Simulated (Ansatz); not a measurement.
# Ta5Zn: the cost of one run

Method: DFT PBEsol, scalar-relativistic, plane waves, PAW, in Ansatz 0.2.0.

3 further runs of the same task are left out: 3 set aside as unsound or not needed.

## Step 1: The system as given

The structure is tetragonal, space group P4mm (No. 99). The conventional cell has a = 3.281 Å, b = 3.281 Å, c = 23.561 Å, α = 90.00°, β = 90.00°, γ = 90.00°. Ta (site symmetry 4mm) has 4 Ta at 2.84 Å as nearest neighbours. Ta (site symmetry 4mm) is surrounded by 8 Ta at 2.84 Å. Around Ta (site symmetry 4mm) lie 9 Ta at 2.84 to 3.08 Å. Around Ta (site symmetry 4mm) lie 8 Ta at 2.71 to 2.86 Å. Ta (site symmetry 4mm) has 5 Ta at 2.71 to 3.08 Å as nearest neighbours.

As a file:

```
Ta
1.0
     3.28052    0.00000    0.00000
     0.00000    3.28052    0.00000
     0.00000    0.00000   23.56104
Ta
5
Cartesian
  1.6403 1.6403 8.5000
  0.0000 0.0000 10.1403
  1.6403 1.6403 11.7872
  0.0000 0.0000 13.4537
  1.6403 1.6403 14.8640
```

Miller indices refer to the conventional cell of the relaxed bulk, Im-3m (No. 229): a = 3.281 Å, b = 3.281 Å, c = 3.281 Å, α = 90.00°, β = 90.00°, γ = 90.00°.

It is a (100) slab, 6.6 Å thick as cut, with 17 Å of vacuum; its outer planes are Ta (top) and Ta (bottom). An earlier relaxation, lower half held, gave -49028.5798 eV, work function 3.83 eV (top face), 4.08 eV (bottom face), dipole along +c 0.015 e·Å per cell.

## Step 2: Start: Zn, top (Ta)

Contents of input.yaml:

```yaml
crystal:
  lattice:
    - [3.2805195244, 0.0, 0.0]
    - [0.0, 3.2805195244, 0.0]
    - [0.0, 0.0, 25.5610390488]
  atoms:
    - { symbol: Ta, position: [0.5, 0.5, 0.3325373427] }
    - { symbol: Ta, position: [0.0, 0.0, 0.3967076512] }
    - { symbol: Ta, position: [0.5, 0.5, 0.4611411124] }
    - { symbol: Ta, position: [0.0, 0.0, 0.5263369558] }
    - { symbol: Ta, position: [0.5, 0.5, 0.5815099115] }
    - { symbol: Zn, position: [0.5, 0.5, 0.6957462692] }
basis:
  ecutwfc: 420
kpoints:
  mp_grid: { grid: [9, 9, 1] }
hamiltonian:
  xc: pbesol
scf:
  occupations: { method: gaussian, width: 0.1 }
output:
  forces: true
  eigenvalues: true
  write_density: true
  write_potential: true
  elf: true
  volumetric_format: npy
relax:
  adjacent_minimum: "off"
  f_tol: 0.03
  max_steps: 70
  constraints: [{ sites: [0, 1] }]
efield:
  axis: 3
  dipole_correction: true
  ramp_width: 0.04
```

Launch:

```
ansatz run input.yaml --threads 1 --pin off --max-ram 2560MiB --backend cpu --events-out ev --progress --plain --runs-dir out
```

Q: Estimate wall time and peak memory on 1 thread of Intel Xeon at 2.50GHz (Skylake/Cascade Lake), shared host.

About 4.8 min, with a peak of 0.55 GiB.
